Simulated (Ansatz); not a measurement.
**GaH₃O₃: a ladder of functionals and wavefunction methods**

One table from this session's results is given with a row withheld; the runs are named, their logs left out.

Method: functionals in def2-TZVPP, the program's frozen cores in correlated methods; program: Ansatz 0.2.0, Gaussian basis.

Levels to be run: LDA (SPW92), PBE-D4, revPBE-D4, BLYP-D4, r2SCAN-D4, B97M-V, PBE0-D4, B3LYP-D4, r2SCANh-D4, r2SCAN0-D4, HSE06-D4, BHLYP-D4, CAM-B3LYP-D4, LC-ωPBE, ωB97X-V, ωB97M-V, B2PLYP, PBE-QIDH; CCSD(T)/def2-SVP; CCSD(T)/def2-TZVPP; CCSD(T)/def2-QZVPP; extrapolation to the limit; RPA on PBE.

## The geometry

The geometry comes from an earlier relaxation with PBE0-D4 in a triple-zeta def2 set; it is a stationary point, not always the lowest conformer.

SMILES `[OH][Ga]([OH])[OH]`, 7 atoms, charge 0, spin multiplicity 1.

Atoms are counted from 1 here; the program's logs count them from 0.

Bond lengths: O1–Ga2 1.774 Å, O1–H5 0.960 Å, Ga2–O3 1.774 Å, Ga2–O4 1.774 Å, O3–H6 0.960 Å, O4–H7 0.960 Å. Angles: Ga2–O1–H5 113.2°, O1–Ga2–O3 120.0°, O1–Ga2–O4 120.0°, O3–Ga2–O4 120.0°, Ga2–O3–H6 113.2°, Ga2–O4–H7 113.2°.

The first run:

in.yaml reads:

```yaml
crystal:
  periodic: [false, false, false]
  atoms:
    - {symbol: O, position_ang: [-1.282245, 0.423372, -1.150545]}
    - {symbol: Ga, position_ang: [0.000012, -0.000557, -0.000096]}
    - {symbol: O, position_ang: [-0.419749, -0.539610, 1.637166]}
    - {symbol: O, position_ang: [1.702124, 0.116265, -0.486562]}
    - {symbol: H, position_ang: [-2.164880, 0.325510, -0.786198]}
    - {symbol: H, position_ang: [0.347634, -0.742672, 2.176854]}
    - {symbol: H, position_ang: [1.817103, 0.417681, -1.390619]}
basis:
  gaussian: {orbitals: def2-TZVPP}
hamiltonian: {xc: lda}
output: {orbitals: {seedname: orbitals}}
```

Started as:

```bash
$ ansatz run in.yaml --threads 2 --pin off --events-out ev --progress --plain --max-ram 32768MiB --backend cpu
```

Steps of the session up to this table: LDA; PBE-D4 (GGA); revPBE-D4 (GGA); BLYP-D4 (GGA); r2SCAN-D4 (meta-GGA); B97M-V (meta-GGA); PBE0-D4 (hybrid); B3LYP-D4 (hybrid); r2SCANh-D4 (hybrid); r2SCAN0-D4 (hybrid); HSE06-D4 (hybrid); BHLYP-D4 (hybrid); CAM-B3LYP-D4 (range-separated); LC-ωPBE (range-separated); ωB97X-V (range-separated); ωB97M-V (range-separated); B2PLYP (double hybrid); PBE-QIDH (double hybrid).

One table of the session follows, with a row left open; its other results are not shown here.

It belongs to the step «Orbital energies across the functionals». 

```
  functional  HOMO (eV)  gap (eV)
 LDA (SPW92)      -7.45      5.35
      PBE-D4      -7.22      5.38
   revPBE-D4          ?         ?
     BLYP-D4      -7.13      5.26
   r2SCAN-D4      -7.61      6.16
      B97M-V      -7.66      5.96
     PBE0-D4      -8.96      8.07
    B3LYP-D4      -8.68      7.40
  r2SCANh-D4      -8.26      7.14
  r2SCAN0-D4      -9.25      8.60
    HSE06-D4      -8.54      7.28
    BHLYP-D4     -10.65     10.52
CAM-B3LYP-D4     -10.50     10.46
     LC-ωPBE     -11.89     13.28
     ωB97X-V     -11.52     12.67
     ωB97M-V     -11.45     12.32
```

Q: Estimate the row for revPBE-D4 from the others.

The run gave: HOMO (eV): -7.13; gap (eV): 5.43.
